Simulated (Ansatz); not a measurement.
# SiF₄ + HBr: a complex and its separated parts, part 1 of 2

The complex below is one end of an elementary step. How strongly is it bound against its free parts?

The runs use Ansatz 0.2.0, Gaussian basis; PBE0-D4/def2-TZVP structures, single points in def2-TZVPP, no counterpoise correction.

Levels: SPW92, PBE-D4, BLYP-D4, r2SCAN-D4, B97M-V, PBE0-D4, B3LYP-D4, r2SCAN0-D4, BHLYP-D4, CAM-B3LYP-D4, wB97X-V, wB97M-V, B2PLYP, PBE-QIDH, RPA on PBE, Hartree-Fock, MP2, CCSD, CCSD(T).

Correlated methods freeze the cores. Filled d shells of the heavier atoms are correlated. B3LYP uses VWN-RPA correlation. B2PLYP carries no dispersion term here.

95 further runs of the same task are left out: 1 that didn't finish, 94 set aside as unsound or not needed.

## (1) The system as given

The complex: 7 atoms, charge 0, spin multiplicity 1.

Atoms are counted from 1 here; the program's logs count them from 0.

Bond lengths: Si1–F2 1.567 Å, Si1–F3 1.561 Å, Si1–F4 1.561 Å, Si1–F5 1.559 Å, H6–Br7 1.421 Å. Angles: F2–Si1–F3 109.0°, F2–Si1–F4 109.0°, F2–Si1–F5 109.4°, F3–Si1–F4 109.7°, F3–Si1–F5 109.8°, F4–Si1–F5 109.8°.

As a file:

```xyz
7

Si   -0.8648   -0.7440   -0.1626
F     0.5285   -0.6293    0.5454
F    -0.8113   -1.9030   -1.2065
F    -1.9565   -1.0517    0.9094
F    -1.1941    0.5998   -0.8815
H     2.0901    1.1986    0.6399
Br    2.2082    2.5296    0.1561
```

Its parts: SiF₄ holds atoms 1, 2, 3, 4, 5; HBr holds atoms 6, 7. Each part counts its atoms afresh in its own runs.

## (2) Relaxing SiF₄ alone

Input file relax-a/in.yaml:

```yaml
crystal:
  periodic: [false, false, false]
  atoms:
    - {symbol: Si, position_ang: [-0.864823, -0.744011, -0.162619]}
    - {symbol: F, position_ang: [0.528483, -0.629308, 0.545393]}
    - {symbol: F, position_ang: [-0.811324, -1.903010, -1.206461]}
    - {symbol: F, position_ang: [-1.956544, -1.051691, 0.909407]}
    - {symbol: F, position_ang: [-1.194094, 0.599850, -0.881488]}
basis:
  gaussian: {orbitals: def2-TZVP}
hamiltonian: {xc: pbe0, dispersion: d4}
relax: {f_tol: 0.005, max_steps: 200}
```

Command:

```
> ansatz run in.yaml --threads 8 --pin off --events-out ev --progress --plain --max-ram 19148MiB
```

Standard output (excerpt; [...] marks lines left out):

```text
Functional definition: PBE0
  name "PBE0"
  cite "Adamo & Barone, J. Chem. Phys. 110, 6158 (1999) doi:10.1063/1.478522"
  cite "Perdew, Burke & Ernzerhof, Phys. Rev. Lett. 77, 3865 (1996) doi:10.1103/PhysRevLett.77.3865"
  parent pbe
[...]
892 factors; their error is unknown
[...]
mean field -18744.19826562 eV, -688.8365809876 hartree, gradient 2.7e-5 eV, S^2 0.000000; 0 other end points of the search recorded, 0 dependent functions left out
[...]
reference -18744.19828440 eV, -688.8365816779 hartree; 25, 25 occupied and 136, 136 virtual orbitals, 892 factors
[...]
reference -18744.19948179 eV, -688.8366256810 hartree; 25, 25 occupied and 136, 136 virtual orbitals, 892 factors
Total energy: -18744.27061979 eV, -688.8392399544 hartree
Atom 0 at    -0.859703    -0.745647    -0.159171 Å, force    -0.002434     0.001054    -0.001772 eV/Å
Atom 1 at     0.529229    -0.626943     0.544835 Å, force     0.003796     0.001831     0.001328 eV/Å
Atom 2 at    -0.814287    -1.902339    -1.207586 Å, force    -0.001930    -0.000271     0.000897 eV/Å
Atom 3 at    -1.958963    -1.051452     0.907263 Å, force    -0.000574    -0.001293    -0.001598 eV/Å
Atom 4 at    -1.194578     0.598211    -0.881109 Å, force     0.001143    -0.001321     0.001144 eV/Å
Dipole moment:    -0.000056    -0.000039    -0.000013 e Å
```

It took 2.5 s on 8 threads of Arm Neoverse V2, shared host.

Relaxation path:

| step | energy from step 1 (eV) | largest force component (eV/Å) |
| --- | --- | --- |
| 1 | 0.0000 | 0.2954 |
| 2 | -0.0006 | 0.1967 |
| 3 | -0.0012 | 0.0038 |

Close pairs (by a distance rule), those that changed most:

| bond | before (Å) | after (Å) | change (Å) |
| --- | --- | --- | --- |
| Si1–F2 | 1.567 | 1.562 | -0.005 |
| Si1–F5 | 1.559 | 1.562 | +0.003 |
| Si1–F3 | 1.561 | 1.562 | +0.001 |
| Si1–F4 | 1.561 | 1.562 | +0.001 |

## (3) Relaxing HBr alone

Input file relax-b/in.yaml:

```yaml
crystal:
  periodic: [false, false, false]
  atoms:
    - {symbol: H, position_ang: [2.090150, 1.198599, 0.639902]}
    - {symbol: Br, position_ang: [2.208154, 2.529571, 0.156065]}
basis:
  gaussian: {orbitals: def2-TZVP}
hamiltonian: {xc: pbe0, dispersion: d4}
relax: {f_tol: 0.005, max_steps: 200}
```

Command:

```
> ansatz run in.yaml --threads 8 --pin off --events-out ev --progress --plain --max-ram 19148MiB
```

Standard output (excerpt; [...] marks lines left out):

```text
[... 5 set-up lines as earlier in the session ...]
[...]
457 factors; their error is unknown
[...]
mean field -70054.57277809 eV, -2574.4580648999 hartree, gradient 2.1e-5 eV, S^2 0.000000; 0 other end points of the search recorded, 0 dependent functions left out
[...]
reference -70054.57279927 eV, -2574.4580656784 hartree; 18, 18 occupied and 36, 36 virtual orbitals, 457 factors
Total energy: -70054.57831863 eV, -2574.4582685109 hartree
Atom 0 at     2.090169     1.198808     0.639826 Å, force     0.000215     0.002423    -0.000881 eV/Å
Atom 1 at     2.208135     2.529362     0.156141 Å, force    -0.000215    -0.002423     0.000881 eV/Å
Dipole moment:    -0.016471    -0.185772     0.067532 e Å
```

It took 0.4 s on 8 threads of Arm Neoverse V2, shared host.

Step by step:

```csv
step,energy from step 1 (eV),largest force component (eV/Å)
1,0.0000,0.0133
2,0.0000,0.0024
```

The bond:

```csv
bond,before (Å),after (Å),change (Å)
H1–Br2,1.421,1.421,-0.000
```

## (4) SPW92/def2-TZVPP

Input file parta/in.yaml:

```yaml
crystal:
  periodic: [false, false, false]
  atoms:
    - {symbol: Si, position_ang: [-0.859703, -0.745647, -0.159171]}
    - {symbol: F, position_ang: [0.529229, -0.626943, 0.544835]}
    - {symbol: F, position_ang: [-0.814287, -1.902339, -1.207586]}
    - {symbol: F, position_ang: [-1.958963, -1.051452, 0.907263]}
    - {symbol: F, position_ang: [-1.194578, 0.598211, -0.881109]}
basis:
  gaussian: {orbitals: def2-TZVPP}
hamiltonian: {xc: lda}
```

Input file partb/in.yaml:

```yaml
crystal:
  periodic: [false, false, false]
  atoms:
    - {symbol: H, position_ang: [2.090169, 1.198808, 0.639826]}
    - {symbol: Br, position_ang: [2.208135, 2.529362, 0.156141]}
basis:
  gaussian: {orbitals: def2-TZVPP}
hamiltonian: {xc: lda}
```

The same command starts each run, in its folder.

Command:

```
> ansatz run in.yaml --threads 8 --pin off --events-out ev --progress --plain --max-ram 19148MiB
```

Output in parta (excerpt; [...] marks lines left out):

```text
Functional definition: SPW92
  name "SPW92"
  cite "Dirac, Proc. Camb. Phil. Soc. 26, 376 (1930) doi:10.1017/S0305004100016108"
  cite "Slater, Phys. Rev. 81, 385 (1951) doi:10.1103/PhysRev.81.385"
  cite "Perdew & Wang, Phys. Rev. B 45, 13244 (1992) doi:10.1103/PhysRevB.45.13244"
[...]
912 factors; their error is unknown
[...]
mean field -18657.80466274 eV, -685.6616746414 hartree, gradient 5.7e-5 eV, S^2 0.000000; 0 other end points of the search recorded, 0 dependent functions left out
reference -18657.80468805 eV, -685.6616755717 hartree; 25, 25 occupied and 141, 141 virtual orbitals, 912 factors
Total energy: -18657.80468805 eV, -685.6616755717 hartree
```

Output in partb (excerpt; [...] marks lines left out):

```text
[... 5 set-up lines as earlier in the session ...]
[...]
435 factors; their error is unknown
[...]
mean field -69965.45705555 eV, -2571.1831225014 hartree, gradient 6.0e-6 eV, S^2 0.000000; 0 other end points of the search recorded, 0 dependent functions left out
reference -69965.45707660 eV, -2571.1831232749 hartree; 18, 18 occupied and 44, 44 virtual orbitals, 435 factors
Total energy: -69965.45707660 eV, -2571.1831232749 hartree
```

They took 0.3 s (parta), 0.1 s (partb) on 8 threads of Arm Neoverse V2, shared host.

## (5) PBE-D4/def2-TZVPP

The same edit goes into each in.yaml of step 4 (parta, partb):

```diff
-hamiltonian: {xc: lda}
+hamiltonian: {xc: pbe, dispersion: d4}
```

One command serves all of them, each in its own folder.

Command:

```
> ansatz run in.yaml --threads 8 --pin off --events-out ev --progress --plain --max-ram 19148MiB
```

Log of parta (excerpt; [...] marks lines left out):

```text
Functional definition: PBE
  name "PBE"
[... 2 set-up lines as earlier in the session ...]
[...]
912 factors; their error is unknown
[...]
mean field -18743.43647101 eV, -688.8085855520 hartree, gradient 6.5e-5 eV, S^2 0.000000; 0 other end points of the search recorded, 0 dependent functions left out
reference -18743.43649918 eV, -688.8085865874 hartree; 25, 25 occupied and 141, 141 virtual orbitals, 912 factors
Total energy: -18743.52289686 eV, -688.8117616436 hartree
```

Output in partb (excerpt; [...] marks lines left out):

```text
[... 4 set-up lines as earlier in the session ...]
[...]
435 factors; their error is unknown
[...]
mean field -70052.13671295 eV, -2574.3685411574 hartree, gradient 1.9e-5 eV, S^2 0.000000; 0 other end points of the search recorded, 0 dependent functions left out
reference -70052.13673561 eV, -2574.3685419901 hartree; 18, 18 occupied and 44, 44 virtual orbitals, 435 factors
Total energy: -70052.14352072 eV, -2574.3687913380 hartree
```

Times: 0.4 s (parta), 0.15 s (partb) on 8 threads of Arm Neoverse V2, shared host.

## (6) BLYP-D4/def2-TZVPP

The same edit goes into each in.yaml of step 5 (parta, partb):

```diff
-hamiltonian: {xc: pbe, dispersion: d4}
+hamiltonian: {xc: {name: BLYP}, dispersion: d4}
```

Each run has its own folder and the same command.

Command:

```
> ansatz run in.yaml --threads 8 --pin off --events-out ev --progress --plain --max-ram 19148MiB
```

parta printed (excerpt; [...] marks lines left out):

```text
Functional definition: BLYP
  name "BLYP"
  cite "Becke, Phys. Rev. A 38, 3098 (1988) doi:10.1103/PhysRevA.38.3098"
  cite "Lee, Yang & Parr, Phys. Rev. B 37, 785 (1988) doi:10.1103/PhysRevB.37.785"
[...]
912 factors; their error is unknown
[...]
mean field -18757.11130311 eV, -689.3111263625 hartree, gradient 8.2e-5 eV, S^2 0.000000; 0 other end points of the search recorded, 0 dependent functions left out
reference -18757.11154973 eV, -689.3111354257 hartree; 25, 25 occupied and 141, 141 virtual orbitals, 912 factors
Total energy: -18757.30978018 eV, -689.3184202604 hartree
```

Output in partb (excerpt; [...] marks lines left out):

```text
[... 4 set-up lines as earlier in the session ...]
[...]
435 factors; their error is unknown
[...]
mean field -70063.39688183 eV, -2574.7823447312 hartree, gradient 8.5e-5 eV, S^2 0.000000; 0 other end points of the search recorded, 0 dependent functions left out
reference -70063.39709021 eV, -2574.7823523889 hartree; 18, 18 occupied and 44, 44 virtual orbitals, 435 factors
Total energy: -70063.41306222 eV, -2574.7829393493 hartree
```

Wall times: 0.45 s (parta), 0.15 s (partb) on 8 threads of Arm Neoverse V2, shared host.

## (7) r2SCAN-D4/def2-TZVPP

The same edit goes into each in.yaml of step 6 (parta, partb):

```diff
-hamiltonian: {xc: {name: BLYP}, dispersion: d4}
+hamiltonian: {xc: r2scan, dispersion: d4}
```

Each run has its own folder and the same command.

Command:

```
> ansatz run in.yaml --threads 8 --pin off --events-out ev --progress --plain --max-ram 19148MiB
```

parta printed (excerpt; [...] marks lines left out):

```text
Functional definition: r2SCAN
  name "r2SCAN"
  cite "Furness, Kaplan, Ning, Perdew & Sun, J. Phys. Chem. Lett. 11, 8208 (2020) doi:10.1021/acs.jpclett.0c02405"
  cite "Furness, Kaplan, Ning, Perdew & Sun, J. Phys. Chem. Lett. 11, 9248 (2020) doi:10.1021/acs.jpclett.0c03077"
  parent r2scan
[...]
912 factors; their error is unknown
[...]
mean field -18752.93409958 eV, -689.1576169642 hartree, gradient 1.2e-5 eV, S^2 0.000000; 0 other end points of the search recorded, 0 dependent functions left out
reference -18752.93410706 eV, -689.1576172390 hartree; 25, 25 occupied and 141, 141 virtual orbitals, 912 factors
Total energy: -18752.95349782 eV, -689.1583298364 hartree
```

Log of partb (excerpt; [...] marks lines left out):

```text
[... 5 set-up lines as earlier in the session ...]
[...]
435 factors; their error is unknown
[...]
mean field -70062.28305329 eV, -2574.7414122872 hartree, gradient 2.3e-5 eV, S^2 0.000000; 0 other end points of the search recorded, 0 dependent functions left out
reference -70062.28305939 eV, -2574.7414125116 hartree; 18, 18 occupied and 44, 44 virtual orbitals, 435 factors
Total energy: -70062.28451850 eV, -2574.7414661327 hartree
```

Wall times: 1 s (parta), 0.4 s (partb) on 8 threads of Arm Neoverse V2, shared host.

## (8) B97M-V/def2-TZVPP

Each input of step 7 (parta, partb) changes in the same lines:

```diff
-hamiltonian: {xc: r2scan, dispersion: d4}
+hamiltonian: {xc: {name: B97M-V}}
```

One command serves all of them, each in its own folder.

Command:

```
> ansatz run in.yaml --threads 8 --pin off --events-out ev --progress --plain --max-ram 19148MiB
```

parta printed (excerpt; [...] marks lines left out):

```text
Functional definition: B97M-V
  name "B97M-V"
  cite "Mardirossian & Head-Gordon, J. Chem. Phys. 142, 074111 (2015) doi:10.1063/1.4907719"
  cite "Becke, J. Chem. Phys. 107, 8554 (1997) doi:10.1063/1.475007"
  cite "Vydrov & Van Voorhis, J. Chem. Phys. 133, 244103 (2010) doi:10.1063/1.3521275"
  # Of w^i u^j: cxij and so on, Table III.
[...]
  gx(w, u) = cx00 + cx01*u + cx02*u^2 + (cx10 + cx11*u)*w
[...]
  gos(w, u) = cos00 + cos01*u + cos03*u^3 + cos10*w + cos32*w^3*u^2
[...]
      + integral(e_c_pw_mod_opposite_spin*gos(b97_w_opposite, b97_u_opposite)) + vv10(b, c)
912 factors; their error is unknown
[...]
mean field -18752.00799145 eV, -689.1235831181 hartree, gradient 7.9e-6 eV, S^2 0.000000; 0 other end points of the search recorded, 0 dependent functions left out
reference -18752.00803245 eV, -689.1235846251 hartree; 25, 25 occupied and 141, 141 virtual orbitals, 912 factors
Total energy: -18752.00803245 eV, -689.1235846251 hartree
```

Output in partb (excerpt; [...] marks lines left out):

```text
[... 5 set-up lines as earlier in the session ...]
  # Of w^i u^j: cxij and so on, Table III.
[...]
  gx(w, u) = cx00 + cx01*u + cx02*u^2 + (cx10 + cx11*u)*w
[...]
  gos(w, u) = cos00 + cos01*u + cos03*u^3 + cos10*w + cos32*w^3*u^2
[...]
      + integral(e_c_pw_mod_opposite_spin*gos(b97_w_opposite, b97_u_opposite)) + vv10(b, c)
435 factors; their error is unknown
[...]
mean field -70050.13091154 eV, -2574.2948293151 hartree, gradient 1.6e-5 eV, S^2 0.000000; 0 other end points of the search recorded, 0 dependent functions left out
reference -70050.13094339 eV, -2574.2948304855 hartree; 18, 18 occupied and 44, 44 virtual orbitals, 435 factors
Total energy: -70050.13094339 eV, -2574.2948304855 hartree
```

They took 1.4 s (parta), 0.4 s (partb) on 8 threads of Arm Neoverse V2, shared host.

## (9) PBE0-D4/def2-TZVPP

Each input of step 8 (parta, partb) changes in the same lines:

```diff
-hamiltonian: {xc: {name: B97M-V}}
+hamiltonian: {xc: pbe0, dispersion: d4}
+output: {orbitals: {seedname: orbitals}}
```

The same command starts each run, in its folder.

Command:

```
> ansatz run in.yaml --threads 8 --pin off --events-out ev --progress --plain --max-ram 19148MiB
```

Output in parta (excerpt; [...] marks lines left out):

```text
[... 5 set-up lines as earlier in the session ...]
[...]
915 factors; their error is unknown
[...]
mean field -18744.20664859 eV, -688.8368890561 hartree, gradient 5.1e-5 eV, S^2 0.000000; 0 other end points of the search recorded, 0 dependent functions left out
reference -18744.20666740 eV, -688.8368897472 hartree; 25, 25 occupied and 141, 141 virtual orbitals, 915 factors
Total energy: -18744.27780540 eV, -688.8395040206 hartree
```

Log of partb (excerpt; [...] marks lines left out):

```text
[... 5 set-up lines as earlier in the session ...]
[...]
472 factors; their error is unknown
[...]
mean field -70054.59430704 eV, -2574.4588560743 hartree, gradient 7.2e-6 eV, S^2 0.000000; 0 other end points of the search recorded, 0 dependent functions left out
reference -70054.59432430 eV, -2574.4588567086 hartree; 18, 18 occupied and 44, 44 virtual orbitals, 472 factors
Total energy: -70054.59984366 eV, -2574.4590595411 hartree
```

Times: 0.55 s (parta), 0.15 s (partb) on 8 threads of Arm Neoverse V2, shared host.

## (10) B3LYP-D4/def2-TZVPP

The same edit goes into each in.yaml of step 9 (parta, partb):

```diff
-hamiltonian: {xc: pbe0, dispersion: d4}
-output: {orbitals: {seedname: orbitals}}
+hamiltonian: {xc: {name: B3LYP}, dispersion: d4}
```

Each run has its own folder and the same command.

Command:

```
> ansatz run in.yaml --threads 8 --pin off --events-out ev --progress --plain --max-ram 19148MiB
```

Log of parta (excerpt; [...] marks lines left out):

```text
Functional definition: B3LYP
  name "B3LYP"
  cite "Stephens, Devlin, Chabalowski & Frisch, J. Phys. Chem. 98, 11623 (1994) doi:10.1021/j100096a001"
[... 2 set-up lines as earlier in the session ...]
  cite "Vosko, Wilk & Nusair, Can. J. Phys. 58, 1200 (1980) doi:10.1139/p80-159"
[...]
915 factors; their error is unknown
[...]
mean field -18758.37439217 eV, -689.3575440293 hartree, gradient 2.6e-5 eV, S^2 0.000000; 0 other end points of the search recorded, 0 dependent functions left out
reference -18758.37456686 eV, -689.3575504491 hartree; 25, 25 occupied and 141, 141 virtual orbitals, 915 factors
Total energy: -18758.51537579 eV, -689.3627250821 hartree
```

Output in partb (excerpt; [...] marks lines left out):

```text
[... 6 set-up lines as earlier in the session ...]
[...]
472 factors; their error is unknown
[...]
mean field -70063.59660654 eV, -2574.7896844789 hartree, gradient 6.2e-6 eV, S^2 0.000000; 0 other end points of the search recorded, 0 dependent functions left out
reference -70063.59676373 eV, -2574.7896902555 hartree; 18, 18 occupied and 44, 44 virtual orbitals, 472 factors
Total energy: -70063.60789722 eV, -2574.7900994035 hartree
```

They took 0.6 s (parta), 0.15 s (partb) on 8 threads of Arm Neoverse V2, shared host.

## (11) r2SCAN0-D4/def2-TZVPP

The same edit goes into each in.yaml of step 10 (parta, partb):

```diff
-hamiltonian: {xc: {name: B3LYP}, dispersion: d4}
+hamiltonian: {xc: {name: r2SCAN0}, dispersion: d4}
```

One command serves all of them, each in its own folder.

Command:

```
> ansatz run in.yaml --threads 8 --pin off --events-out ev --progress --plain --max-ram 19148MiB
```

parta printed (excerpt; [...] marks lines left out):

```text
Functional definition: r2SCAN0
  name "r2SCAN0"
  cite "Bursch, Neugebauer, Ehlert & Grimme, J. Chem. Phys. 156, 134105 (2022) doi:10.1063/5.0086040"
[... 3 set-up lines as earlier in the session ...]
[...]
915 factors; their error is unknown
[...]
mean field -18751.41366213 eV, -689.1017419187 hartree, gradient 4.8e-5 eV, S^2 0.000000; 0 other end points of the search recorded, 0 dependent functions left out
reference -18751.41366756 eV, -689.1017421183 hartree; 25, 25 occupied and 141, 141 virtual orbitals, 915 factors
Total energy: -18751.43637078 eV, -689.1025764461 hartree
```

Output in partb (excerpt; [...] marks lines left out):

```text
[... 6 set-up lines as earlier in the session ...]
[...]
472 factors; their error is unknown
[...]
mean field -70062.25257060 eV, -2574.7402920690 hartree, gradient 7.4e-6 eV, S^2 0.000000; 0 other end points of the search recorded, 0 dependent functions left out
reference -70062.25257548 eV, -2574.7402922485 hartree; 18, 18 occupied and 44, 44 virtual orbitals, 472 factors
Total energy: -70062.25429035 eV, -2574.7403552686 hartree
```

Times: 1.1 s (parta), 0.4 s (partb) on 8 threads of Arm Neoverse V2, shared host.

## (12) BHLYP-D4/def2-TZVPP

The same edit goes into each in.yaml of step 11 (parta, partb):

```diff
-hamiltonian: {xc: {name: r2SCAN0}, dispersion: d4}
+hamiltonian: {xc: {name: BHLYP}, dispersion: d4}
```

The same command starts each run, in its folder.

Command:

```
> ansatz run in.yaml --threads 8 --pin off --events-out ev --progress --plain --max-ram 19148MiB
```

parta printed (excerpt; [...] marks lines left out):

```text
Functional definition: BHLYP
  name "BHLYP"
  cite "Becke, J. Chem. Phys. 98, 1372 (1993) doi:10.1063/1.464304"
[... 2 set-up lines as earlier in the session ...]
[...]
1010 factors; their error is unknown
[...]
mean field -18754.28652569 eV, -689.2073177071 hartree, gradient 3.6e-6 eV, S^2 0.000000; 0 other end points of the search recorded, 0 dependent functions left out
reference -18754.28663702 eV, -689.2073217986 hartree; 25, 25 occupied and 141, 141 virtual orbitals, 1010 factors
Total energy: -18754.38851332 eV, -689.2110656834 hartree
```

Output in partb (excerpt; [...] marks lines left out):

```text
[... 5 set-up lines as earlier in the session ...]
[...]
514 factors; their error is unknown
[...]
mean field -70062.48028938 eV, -2574.7486605798 hartree, gradient 8.2e-6 eV, S^2 0.000000; 0 other end points of the search recorded, 0 dependent functions left out
reference -70062.48039723 eV, -2574.7486645432 hartree; 18, 18 occupied and 44, 44 virtual orbitals, 514 factors
Total energy: -70062.48825679 eV, -2574.7489533769 hartree
```

They took 0.65 s (parta), 0.15 s (partb) on 8 threads of Arm Neoverse V2, shared host.

## (13) CAM-B3LYP-D4/def2-TZVPP

Each input of step 12 (parta, partb) changes in the same lines:

```diff
-hamiltonian: {xc: {name: BHLYP}, dispersion: d4}
+hamiltonian: {xc: {name: CAM-B3LYP}, dispersion: d4}
```

The same command starts each run, in its folder.

Command:

```
> ansatz run in.yaml --threads 8 --pin off --events-out ev --progress --plain --max-ram 19148MiB
```

Log of parta (excerpt; [...] marks lines left out):

```text
Functional definition: CAM-B3LYP
  name "CAM-B3LYP"
  cite "Yanai, Tew & Handy, Chem. Phys. Lett. 393, 51 (2004) doi:10.1016/j.cplett.2004.06.011"
  cite "Iikura, Tsuneda, Yanai & Hirao, J. Chem. Phys. 115, 3540 (2001) doi:10.1063/1.1383587"
[... 2 set-up lines as earlier in the session ...]
[...]
  # Exact exchange under (alpha + beta erf(omega r))/r, Becke's under what is left of 1/r.
[...]
915 factors; their error is unknown
171 factors; integrals over basis functions are off by at most 3.8e-6 eV
[...]
mean field -18755.95405030 eV, -689.2685981062 hartree, gradient 6.9e-5 eV, S^2 0.000000; 0 other end points of the search recorded, 0 dependent functions left out
reference -18755.95413521 eV, -689.2686012268 hartree; 25, 25 occupied and 141, 141 virtual orbitals, 915 factors
Total energy: -18756.02512007 eV, -689.2712098719 hartree
```

Output in partb (excerpt; [...] marks lines left out):

```text
[... 6 set-up lines as earlier in the session ...]
[...]
  # Exact exchange under (alpha + beta erf(omega r))/r, Becke's under what is left of 1/r.
[...]
472 factors; their error is unknown
81 factors; integrals over basis functions are off by at most 1.2e-4 eV
[...]
mean field -70066.16345143 eV, -2574.8840142887 hartree, gradient 3.1e-5 eV, S^2 0.000000; 0 other end points of the search recorded, 0 dependent functions left out
reference -70066.16352813 eV, -2574.8840171073 hartree; 18, 18 occupied and 44, 44 virtual orbitals, 472 factors
Total energy: -70066.16900586 eV, -2574.8842184101 hartree
```

Wall times: 0.65 s (parta), 0.2 s (partb) on 8 threads of Arm Neoverse V2, shared host.

(Continued in part 2 of 2.)
